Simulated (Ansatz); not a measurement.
# Ga2PN: the cell at several levels of theory, part 2 of 2

The system is an ordered 4-atom cell of Ga2PN on the rocksalt lattice (R-3m), a generated structure that needn't be the ground state.

Ansatz 0.2.0, plane waves. The steps go on from the part before.

## Step 3: r2SCAN: cell and atoms

It starts from the cell of step 2.

The input, input.yaml:

```yaml
crystal:
  lattice:
    - [1.6398529136, 0.9467695211, 5.7335005091]
    - [-1.6398529136, 0.9467695211, 5.7335005091]
    - [0.0, -1.8935390422, 5.733500509]
  atoms:
    - { symbol: "N", position: [1.0, 0.0, 0.0] }
    - { symbol: P, position: [0.5, 0.5, 0.5] }
    - { symbol: Ga, position: [0.2632178218, 0.2632178218, 0.2632178218] }
    - { symbol: Ga, position: [0.7367821782, 0.7367821782, 0.7367821782] }
kpoints:
  mp_grid: { grid: [8, 8, 8] }
hamiltonian:
  xc: r2scan
scf:
  occupations: { method: fermi_dirac, width: 0.02 }
relax:
  f_tol: 0.005
  cell: {}
```

The run is started by

```bash
ansatz run input.yaml --threads 2 --pin off --max-ram 2211MiB --backend cpu --events-out ev --progress --plain --runs-dir out
```

What it wrote:

```text
Warning: RAYON_NUM_THREADS=2 ignored (pool sized by the plan → 2); use --threads N
basis.fft_grid_basis auto: the FFT boxes are laid along the combinations [[1, 0, -1], [0, 1, -1], [0, 0, 1]] of the cell's own vectors, 3.280, 3.280 and 6.038 Å long. The dense box has 24×24×45 points. Along the cell's own vectors, as sized, it would have 45×45×45, 3.52 times as many. Of the 12 symmetry operations that the crystal satisfies within crystal.symmetry.tolerance (time reversal apart; of a slab, those that keep its plane) the dense box along the cell's own vectors carries 12, and the one as laid loses 8 of those. basis.fft_grid_basis: typed keeps the cell's own vectors: state it where this run's energies or levels are differenced outside the engine with another run's, or held beside a run that keeps those vectors.
Engine: ansatz 0.2.0, x86_64-unknown-linux-gnu
Pseudopotentials: kind: paw
Pseudopotential: N, paw, valence charge 5, recommended cutoff 500 eV (meta_gga), N.paw.azcp
Pseudopotential: P, paw, valence charge 5, recommended cutoff 500 eV (meta_gga), P.paw.azcp
Pseudopotential: Ga, paw, valence charge 13, recommended cutoff 500 eV (meta_gga), Ga.paw.azcp
Functional definition: r2SCAN
  parameter k0 = 0.174
  parameter k1 = 0.065
  parameter a1 = 4.9479
  exchange = r2scan_x(k0 = k0, k1 = k1, a1 = a1)
  correlation = r2scan_c
Crystal: 4 atoms, lattice volume = 53.410 Å³
Basis set: ecut = 500 eV, 1311 PW (Γ), FFT grids on a1−a3, a2−a3, a3, exchange–correlation on 96×96×180 points (64 copies of the dense FFT grid, shifted against one another)
Bands: 22, of which v1, the nominal top of the filled ones, is band 18 counted from 1 (17 counted from 0)
Symmetry: 12 space group operations
Space group: R-3m (ITA 166), of the structure as read, at distance tolerance 3.8e-5 Å
k-points: 65 of 512
Non-local potential: N, projectors of the file, l = 0: 2, l = 1: 2, l = 2: 1
Non-local potential: P, projectors of the file, l = 0: 2, l = 1: 2, l = 2: 2
Non-local potential: Ga, projectors of the file, l = 0: 2, l = 1: 2, l = 2: 3, l = 3: 1
PAW form: soft (Blöchl's): semilocal exchange-correlation on the pseudo side does not see the compensation charge
PAW frozen core: N, regenerated for the run's functional (the file was generated under x = pbe(κ = 0.804, μ = 0.2195149727645171), c = pbe(β = 0.06672455060314922))
PAW frozen core: P, regenerated for the run's functional (the file was generated under x = pbe(κ = 0.804, μ = 0.2195149727645171), c = pbe(β = 0.06672455060314922))
PAW frozen core: Ga, regenerated for the run's functional (the file was generated under x = pbe(κ = 0.804, μ = 0.2195149727645171), c = pbe(β = 0.06672455060314922))
PAW one-centre angular grid: N, 302 points (default); XC on 160 Gauss nodes
PAW one-centre angular grid: P, 302 points (default); XC on 160 Gauss nodes
PAW one-centre angular grid: Ga, 590 points (default); XC on 160 Gauss nodes
Initial density: superposition of atomic densities (neutral atoms: chi_scale 0, normalization atom), corrected by the library's trained network
Initial wavefunctions: pseudopotential atomic-orbital guess
Functional: x = r2scan, c = r2scan; τ floored in thin density (d = 2e-4 eV/Å³)
SCF iter   1: F=—  HF=-8723.805393 eV  |F-HF|=—  |Δ(HF+E_count)|=         —  Δρ=1.16e-2  dr2=4.12e-2  dr2_τ=3.97e-2  ethr=1.77e-3  ⟨swp⟩=6.3  Hψ=6848  notcnv=0
preconditioner: auto → Kerker (q_TF=auto, 2.555 Å⁻¹)  [metal: Δε(μ)=0.041 eV  Ē_g=15.498 eV  σ=0.020 eV  W_gap=0.46  n_scr=16 (ndim 8)  ℏωp=30.5 eV  f_vac=0.000  D(μ)=0.76/eV (n_scr^D=2)]
SCF iter   2: F=—  HF=-8723.873369 eV  |F-HF|=—  |Δ(HF+E_count)|=   6.80e-2  Δρ=5.48e-3  dr2=1.87e-2  dr2_τ=5.26e-4  ethr=1.15e-4  ⟨swp⟩=2.6  Hψ=3418  notcnv=0  defer=16
preconditioner: auto → none  [insulator: Δε(μ)=0.051 eV  Ē_g=15.387 eV  σ=0.020 eV  W_gap=0.55  n_scr=16 (ndim 8)  ℏωp=30.5 eV  f_vac=0.000  D(μ)=0.73/eV (n_scr^D=2)  ε∞_Penn≈4.9]
SCF iter   3: F=—  HF=-8723.871486 eV  |F-HF|=—  |Δ(HF+E_count)|=   1.88e-3  Δρ=2.77e-3  dr2=5.01e-3  dr2_τ=1.24e-4  ethr=5.19e-5  ⟨swp⟩=4.0  Hψ=2977  notcnv=0  defer=16
SCF iter   4: F=—  HF=-8723.871303 eV  |F-HF|=—  |Δ(HF+E_count)|=   1.83e-4  Δρ=2.28e-3  dr2=3.22e-3  dr2_τ=2.39e-4  ethr=1.39e-5  ⟨swp⟩=3.0  Hψ=2178  notcnv=0  defer=16
SCF iter   5: F=—  HF=-8723.870804 eV  |F-HF|=—  |Δ(HF+E_count)|=   4.98e-4  Δρ=8.10e-4  dr2=3.35e-4  dr2_τ=2.55e-5  ethr=8.94e-6  ⟨swp⟩=2.0  Hψ=2012  notcnv=0  defer=16
SCF iter   6: F=—  HF=-8723.870752 eV  |F-HF|=—  |Δ(HF+E_count)|=   5.22e-5  Δρ=2.89e-4  dr2=4.48e-5  dr2_τ=7.14e-7  ethr=9.32e-7  ⟨swp⟩=2.6  Hψ=2260  notcnv=0  defer=16
SCF iter   7: F=—  HF=-8723.870745 eV  |F-HF|=—  |Δ(HF+E_count)|=   6.79e-6  Δρ=4.89e-5  dr2=1.21e-6  dr2_τ=1.52e-8  ethr=1.24e-7  ⟨swp⟩=3.0  Hψ=2516  notcnv=0  defer=16
SCF iter   8: F=-8723.870745 eV  HF=-8723.870745 eV  |F-HF|=5.65e-9  |Δ(HF+E_count)|=   5.60e-8  Δρ=8.09e-6  dr2=2.66e-8  dr2_τ=9.53e-10  ethr=2.78e-10  ⟨swp⟩=3.3  Hψ=6470  notcnv=0
SCF 1 converged in 8 iterations: F = -8723.870745 eV  dr2 = 2.66e-8
relax step   1: F+E_penalty+E_count = -8723.87074524 eV  Δ(F+E_penalty+E_count) = +0.000e0 eV  max|allowed force component| = 2.517e-2 eV/Å  Δτ_max = 0.0000 Å  P = -4.155 GPa  Ω = 53.410 Å³  (8 SCF iters, dr2 threshold 1.00e-7 eV, accepted)
Crystal: 4 atoms, lattice volume = 52.073 Å³
Basis set: ecut = 500 eV, 1305 PW (Γ), FFT grids on a1−a3, a2−a3, a3, exchange–correlation on 96×96×180 points (64 copies of the dense FFT grid, shifted against one another)
Initial density: handed on by an earlier stage of this run
Initial wavefunctions: those handed on with the density
iter 1 solved again at ethr=6.37e-6 eV; its pass at ethr=3.10e-3 eV (dr2=2.29e-3 eV) is discarded
SCF iter   1: F=—  HF=-8723.880114 eV  |F-HF|=—  |Δ(HF+E_count)|=         —  Δρ=1.60e-3  dr2=2.32e-3  dr2_τ=3.93e-3  ethr=6.37e-6  ⟨swp⟩=2.0  Hψ=8597  notcnv=0
automatic band count: iteration 1 solves 21 bands in place of 22: the levels show a gap, and the empty bands left out lie too high to hold charge; the band table lists the bands solved (type scf.n_extra_bands for more)
preconditioner: auto → Kerker (q_TF=auto, 2.566 Å⁻¹)  [metal: Δε(μ)=0.016 eV  Ē_g=14.796 eV  σ=0.020 eV  W_gap=0.19  n_scr=16 (ndim 8)  ℏωp=30.9 eV  f_vac=0.000  D(μ)=0.99/eV (n_scr^D=2)]
SCF iter   2: F=—  HF=-8723.893306 eV  |F-HF|=—  |Δ(HF+E_count)|=   1.32e-2  Δρ=1.72e-3  dr2=2.80e-3  dr2_τ=3.16e-5  ethr=6.37e-6  ⟨swp⟩=7.1  Hψ=6213  notcnv=0  defer=15
automatic band count: iteration 2 solves 22 bands in place of 21: the levels no longer show a gap clear of their residuals, so the SCF keeps every band
SCF iter   3: F=—  HF=-8723.892896 eV  |F-HF|=—  |Δ(HF+E_count)|=   4.10e-4  Δρ=8.05e-4  dr2=9.71e-4  dr2_τ=1.58e-5  ethr=6.37e-6  ⟨swp⟩=1.7  Hψ=2069  notcnv=0  defer=15
SCF iter   4: F=—  HF=-8723.892794 eV  |F-HF|=—  |Δ(HF+E_count)|=   1.02e-4  Δρ=4.81e-4  dr2=1.27e-4  dr2_τ=6.75e-6  ethr=2.70e-6  ⟨swp⟩=2.0  Hψ=2092  notcnv=0  defer=15
SCF iter   5: F=—  HF=-8723.892783 eV  |F-HF|=—  |Δ(HF+E_count)|=   1.10e-5  Δρ=2.88e-4  dr2=5.29e-5  dr2_τ=1.98e-6  ethr=3.52e-7  ⟨swp⟩=1.7  Hψ=1565  notcnv=0  defer=15
SCF iter   6: F=—  HF=-8723.892778 eV  |F-HF|=—  |Δ(HF+E_count)|=   4.96e-6  Δρ=1.10e-4  dr2=9.39e-6  dr2_τ=1.61e-7  ethr=1.47e-7  ⟨swp⟩=2.0  Hψ=1617  notcnv=0  defer=15
SCF iter   7: F=—  HF=-8723.892777 eV  |F-HF|=—  |Δ(HF+E_count)|=   1.42e-6  Δρ=8.70e-5  dr2=4.54e-6  dr2_τ=1.96e-7  ethr=2.61e-8  ⟨swp⟩=2.0  Hψ=2034  notcnv=0  defer=15
SCF iter   8: F=—  HF=-8723.892776 eV  |F-HF|=—  |Δ(HF+E_count)|=   7.16e-7  Δρ=2.48e-5  dr2=4.04e-7  dr2_τ=1.42e-8  ethr=1.26e-8  ⟨swp⟩=2.0  Hψ=1789  notcnv=0  defer=15
SCF iter   9: F=-8723.892776 eV  HF=-8723.892776 eV  |F-HF|=3.20e-8  |Δ(HF+E_count)|=   4.11e-8  Δρ=9.25e-6  dr2=5.31e-8  dr2_τ=2.22e-9  ethr=1.11e-9  ⟨swp⟩=4.0  Hψ=4878  notcnv=0
SCF 2 converged in 9 iterations: F = -8723.892776 eV  dr2 = 5.31e-8
relax step   2: F+E_penalty+E_count = -8723.89277578 eV  Δ(F+E_penalty+E_count) = -2.203e-2 eV  max|allowed force component| = 9.031e-2 eV/Å  Δτ_max = 0.0002 Å  P = -0.824 GPa  Ω = 52.073 Å³  energy of the carried Pulay correction = +5.674e-4 eV  (9 SCF iters, dr2 threshold 4.00e-7 eV, accepted)
Crystal: 4 atoms, lattice volume = 51.569 Å³
Basis set: ecut = 500 eV, 1287 PW (Γ), FFT grids on a1−a3, a2−a3, a3, exchange–correlation on 96×96×180 points (64 copies of the dense FFT grid, shifted against one another)
iter 1 solved again at ethr=2.98e-6 eV; its pass at ethr=3.10e-3 eV (dr2=1.07e-3 eV) is discarded
SCF iter   1: F=—  HF=-8723.891288 eV  |F-HF|=—  |Δ(HF+E_count)|=         —  Δρ=1.86e-3  dr2=1.09e-3  dr2_τ=1.30e-3  ethr=2.98e-6  ⟨swp⟩=2.0  Hψ=8571  notcnv=0
preconditioner: auto → Kerker (q_TF=auto, 2.570 Å⁻¹)  [metal: Δε(μ)=0.040 eV  Ē_g=15.593 eV  σ=0.020 eV  W_gap=0.46  n_scr=16 (ndim 8)  ℏωp=31.0 eV  f_vac=0.000  D(μ)=0.79/eV (n_scr^D=2)]
SCF iter   2: F=—  HF=-8723.894355 eV  |F-HF|=—  |Δ(HF+E_count)|=   3.07e-3  Δρ=1.13e-3  dr2=6.47e-4  dr2_τ=4.56e-6  ethr=2.98e-6  ⟨swp⟩=2.7  Hψ=2864  notcnv=0
SCF iter   3: F=—  HF=-8723.894278 eV  |F-HF|=—  |Δ(HF+E_count)|=   7.73e-5  Δρ=2.20e-4  dr2=5.11e-5  dr2_τ=4.83e-6  ethr=1.80e-6  ⟨swp⟩=2.3  Hψ=2294  notcnv=0
SCF iter   4: F=—  HF=-8723.894279 eV  |F-HF|=—  |Δ(HF+E_count)|=   1.76e-6  Δρ=1.65e-4  dr2=1.33e-5  dr2_τ=9.68e-7  ethr=1.42e-7  ⟨swp⟩=2.0  Hψ=2560  notcnv=0
SCF iter   5: F=—  HF=-8723.894277 eV  |F-HF|=—  |Δ(HF+E_count)|=   2.20e-6  Δρ=7.23e-5  dr2=4.50e-6  dr2_τ=5.33e-8  ethr=3.70e-8  ⟨swp⟩=2.0  Hψ=2533  notcnv=0
SCF iter   6: F=—  HF=-8723.894277 eV  |F-HF|=—  |Δ(HF+E_count)|=   2.77e-8  Δρ=2.80e-5  dr2=7.93e-7  dr2_τ=1.86e-8  ethr=1.25e-8  ⟨swp⟩=2.8  Hψ=2577  notcnv=0
SCF iter   7: F=-8723.894277 eV  HF=-8723.894277 eV  |F-HF|=2.60e-8  |Δ(HF+E_count)|=   4.69e-9  Δρ=1.14e-5  dr2=7.48e-8  dr2_τ=8.36e-9  ethr=1.11e-9  ⟨swp⟩=4.4  Hψ=5185  notcnv=0
SCF 3 converged in 7 iterations: F = -8723.894277 eV  dr2 = 7.48e-8
relax step   3: F+E_penalty+E_count = -8723.89427713 eV  Δ(F+E_penalty+E_count) = -1.501e-3 eV  max|allowed force component| = 5.619e-2 eV/Å  Δτ_max = 0.0072 Å  P = +0.384 GPa  Ω = 51.569 Å³  energy of the carried Pulay correction = +7.855e-4 eV  (7 SCF iters, dr2 threshold 4.00e-7 eV, accepted)
Crystal: 4 atoms, lattice volume = 51.731 Å³
Basis set: ecut = 500 eV, 1293 PW (Γ), FFT grids on a1−a3, a2−a3, a3, exchange–correlation on 96×96×180 points (64 copies of the dense FFT grid, shifted against one another)
iter 1 solved again at ethr=3.89e-7 eV; its pass at ethr=3.10e-3 eV (dr2=1.40e-4 eV) is discarded
SCF iter   1: F=—  HF=-8723.894680 eV  |F-HF|=—  |Δ(HF+E_count)|=         —  Δρ=7.27e-4  dr2=1.45e-4  dr2_τ=1.76e-4  ethr=3.89e-7  ⟨swp⟩=2.0  Hψ=7957  notcnv=0
preconditioner: auto → Kerker (q_TF=auto, 2.568 Å⁻¹)  [metal: Δε(μ)=0.020 eV  Ē_g=15.583 eV  σ=0.020 eV  W_gap=0.25  n_scr=16 (ndim 8)  ℏωp=31.0 eV  f_vac=0.000  D(μ)=0.89/eV (n_scr^D=2)]
SCF iter   2: F=—  HF=-8723.895087 eV  |F-HF|=—  |Δ(HF+E_count)|=   4.07e-4  Δρ=4.34e-4  dr2=7.96e-5  dr2_τ=7.25e-7  ethr=3.89e-7  ⟨swp⟩=2.5  Hψ=2619  notcnv=0
SCF iter   3: F=—  HF=-8723.895080 eV  |F-HF|=—  |Δ(HF+E_count)|=   7.42e-6  Δρ=7.42e-5  dr2=3.98e-6  dr2_τ=6.58e-7  ethr=2.21e-7  ⟨swp⟩=2.2  Hψ=2011  notcnv=0
SCF iter   4: F=—  HF=-8723.895080 eV  |F-HF|=—  |Δ(HF+E_count)|=   7.35e-7  Δρ=5.24e-5  dr2=1.22e-6  dr2_τ=4.39e-8  ethr=1.11e-8  ⟨swp⟩=2.0  Hψ=2570  notcnv=0
SCF iter   5: F=-8723.895080 eV  HF=-8723.895080 eV  |F-HF|=1.92e-7  |Δ(HF+E_count)|=   1.80e-8  Δρ=2.45e-5  dr2=3.88e-7  dr2_τ=6.37e-9  ethr=1.11e-9  ⟨swp⟩=4.5  Hψ=5300  notcnv=0
SCF 4 converged in 5 iterations: F = -8723.895080 eV  dr2 = 3.88e-7
relax step   4: F+E_penalty+E_count = -8723.89508017 eV  Δ(F+E_penalty+E_count) = -8.030e-4 eV  max|allowed force component| = 3.342e-3 eV/Å  Δτ_max = 0.0027 Å  P = -0.004 GPa  Ω = 51.731 Å³  energy of the carried Pulay correction = +7.150e-4 eV  (5 SCF iters, dr2 threshold 4.00e-7 eV, accepted)
Initial wavefunctions: pseudopotential atomic-orbital guess (no wavefunctions were taken with the density)
iter 1 solved again at ethr=4.62e-8 eV; its pass at ethr=3.10e-3 eV (dr2=1.66e-5 eV) is discarded
SCF iter   1: F=—  HF=-8723.894410 eV  |F-HF|=—  |Δ(HF+E_count)|=         —  Δρ=6.54e-5  dr2=9.82e-7  dr2_τ=4.15e-7  ethr=4.62e-8  ⟨swp⟩=3.4  Hψ=11161  notcnv=0
preconditioner: auto → Kerker (q_TF=auto, 2.568 Å⁻¹)  [metal: Δε(μ)=0.026 eV  Ē_g=15.581 eV  σ=0.020 eV  W_gap=0.31  n_scr=16 (ndim 8)  ℏωp=31.0 eV  f_vac=0.000  D(μ)=0.89/eV (n_scr^D=2)]
SCF iter   2: F=—  HF=-8723.894413 eV  |F-HF|=—  |Δ(HF+E_count)|=   2.37e-6  Δρ=4.06e-5  dr2=4.87e-7  dr2_τ=2.77e-8  ethr=2.73e-9  ⟨swp⟩=2.4  Hψ=2235  notcnv=0
SCF iter   3: F=—  HF=-8723.894413 eV  |F-HF|=—  |Δ(HF+E_count)|=   9.73e-8  Δρ=7.05e-6  dr2=4.34e-8  dr2_τ=1.70e-9  ethr=1.35e-9  ⟨swp⟩=3.0  Hψ=2620  notcnv=0
SCF iter   4: F=—  HF=-8723.894413 eV  |F-HF|=—  |Δ(HF+E_count)|=   1.31e-8  Δρ=3.90e-6  dr2=1.59e-8  dr2_τ=5.05e-10  ethr=1.20e-10  ⟨swp⟩=2.0  Hψ=2550  notcnv=0
SCF iter   5: F=—  HF=-8723.894413 eV  |F-HF|=—  |Δ(HF+E_count)|=   2.62e-9  Δρ=2.43e-6  dr2=2.79e-9  dr2_τ=9.64e-11  ethr=4.43e-11  ⟨swp⟩=2.0  Hψ=2517  notcnv=0
SCF iter   6: F=—  HF=-8723.894413 eV  |F-HF|=—  |Δ(HF+E_count)|=  7.99e-10  Δρ=6.68e-7  dr2=2.47e-10  dr2_τ=7.69e-12  ethr=7.76e-12  ⟨swp⟩=2.0  Hψ=1894  notcnv=0
SCF iter   7: F=-8723.894413 eV  HF=-8723.894413 eV  |F-HF|=1.27e-11  |Δ(HF+E_count)|=  7.82e-11  Δρ=1.74e-7  dr2=1.94e-11  dr2_τ=1.69e-12  ethr=1.00e-12  ⟨swp⟩=3.0  Hψ=5866  notcnv=0
SCF 5 converged in 7 iterations: F = -8723.894413 eV  dr2 = 1.94e-11
relax step   5: F+E_penalty+E_count = -8723.89441284 eV  Δ(F+E_penalty+E_count) = +6.673e-4 eV  max|allowed force component| = 3.379e-3 eV/Å  Δτ_max = 0.0000 Å  P = -0.012 GPa  Ω = 51.731 Å³  stress off target by 1.61e-2 GPa  SCF on the basis re-selected at this cell (its energy is not comparable with the rows above)  (7 SCF iters)
basis re-selected at this cell: Δ(F+E_penalty+E_count) = +6.673e-4 eV, ΔP = -0.008 GPa vs the last step (what re-selecting the basis moved, of the pressure what is left beyond the Pulay correction that the steps carried, after the strain that the cell walked since its last selection, with what the two solves' SCF thresholds leave and, on support functions, any second-order correction that the steps lacked; it is no measure of the basis error at this ecutwfc). This SCF's stress stands 1.61e-2 GPa from its target on what of the cell is left free (relax.cell.stress_tol is 5.00e-2 GPa) and its largest allowed force component is 3.38e-3 eV/Å (relax.f_tol is 5.00e-3 eV/Å): within both
SCF converged after 7 iterations
Free energy (F): -8723.894413 eV
Harris-Foulkes:  -8723.894413 eV  (|F-HF|=1.27e-11)
Internal energy: -8723.893282 eV  (E = F + TS)
E sigma→0 (E₀):  -8723.893848 eV
Entropy (-TS):   -0.001130 eV (-0.283 meV/atom)
Fermi energy:    11.715327 eV
--- Per-component energies (eV) ---
  E_band       = -1.177006
  E_kinetic    = 430.861066
  E_local      = -3830.811902  (includes V_loc(G=0)·N_el)
  E_nonlocal   = 938.670885
  E_hartree    = 1801.128708
  E_xc         = -242.156161
  E_vxc        = -267.582644  (∫ρ·V_xc dr)
  E_paw        = -4718.499613  (= ΣΔE_a)
  E_vpaw       = -888.276226  (= ΣTr[D̂ρ^β])
  E_aug_tail   = -0.000082  (compensation charges beyond the density's cutoff)
  E_vtau       = 13.704575  (kinetic-family band-sum trace: ∫τ·v_τ [+ j·A + Jᵃ·Aᵃ] dr)
  E_ewald      = -3101.659637
  E_core_change = -1.426546  (= ΣΔE_core)
  E_smearing   = -0.001130  (= −TS)
  E_closure    = 0.000000  (closes the sum)
  Σ components = -8723.894413   (vs F -8723.894413, Δ=0.00e0)
--- Forces (eV/Å), atoms counted from 1 ---
  atom   1  N     -0.00000000    -0.00000000    -0.00000000
  atom   2  P      0.00000000     0.00000000    -0.00000000
  atom   3  Ga    -0.00000000     0.00000000    -0.00337856
  atom   4  Ga    -0.00000000    -0.00000000     0.00337856
  max |Σ_I F_I| component: 1.85e-17 eV/Å
--- Stress (GPa, compression-positive) ---
       -0.016064       0.000000       0.000000
        0.000000      -0.016064      -0.000000
        0.000000      -0.000000      -0.003817
  P = ⅓ Tr σ = -0.0120 GPa (-0.120 kbar)
--- Relaxed structure (4 steps of the walk, 4 accepted, 1 SCFs on fresh bases) ---
  F+E_penalty+E_count = -8723.89441284 eV   max|allowed force component| = 3.379e-3 eV/Å   (the final SCF, on the basis selected at the relaxed cell)
  cell:  # Å, volume = 51.7313 Å³
    - [1.6262522522947587, 0.9389171755332133, 5.646597992023223]
    - [-1.6262522522947587, 0.9389171755332133, 5.646597992023223]
    - [-6.320575215884904e-35, -1.8778343513646307, 5.646597991973638]
  atoms:
    - { symbol: N, position: [1.0, 0.0, 0.0] }
    - { symbol: P, position: [0.5, 0.5, 0.5000000000000001] }
    - { symbol: Ga, position: [0.26296713224606727, 0.26296713224606727, 0.2629671322460673] }
    - { symbol: Ga, position: [0.737032867753933, 0.737032867753933, 0.737032867753933] }
```

Wall time 10 s (2 threads of an x86-64 CPU, shared host); peak memory 0.58 GiB.

Ionic steps:

| step | energy change (meV/atom) | largest force (eV/Å) | pressure (GPa) | volume (Å³/atom) |
| --- | --- | --- | --- | --- |
| 1 | 0.0 | 0.0252 | -4.16 | 13.352 |
| 2 | -5.5 | 0.0903 | -0.82 | 13.018 |
| 3 | -5.9 | 0.0562 | 0.38 | 12.892 |
| 4 | -6.1 | 0.0033 | 0.00 | 12.933 |
| 5 | -5.9 | 0.0034 | -0.01 | 12.933 |

Step 5 solves the same cell on a plane-wave basis chosen anew, so the energy can jump there without a move.

The table lists every geometry solved, with passes on a fresh basis, whose energies don't compare exactly with the rows above.

|  | before | after | change |
| --- | --- | --- | --- |
| a (Å) | 3.280 | 3.253 | -0.83 % |
| c (Å) | 17.201 | 16.940 | -1.52 % |
| volume (Å³/atom) | 13.352 | 12.933 | -3.14 % |
| shortest distance (Å) | 2.245 | 2.224 | -0.93 % |
| space group | R-3m | R-3m | same |

## Step 4: Results

What follows sums up all 2 parts.

| level | a (Å) | c (Å) | volume (Å³/atom) | space group | SCF geometries |
| --- | --- | --- | --- | --- | --- |
| PBE | 3.280 | 17.201 | 13.352 | R-3m | 13 |
| r2SCAN | 3.253 | 16.940 | 12.933 | R-3m | 5 |

The first relaxation changed the volume by +28.8 % from the start. The volume runs from r2SCAN (least) to PBE (most), a spread of 3.2 %, or 1.1 % in length if all axes shared it alike.
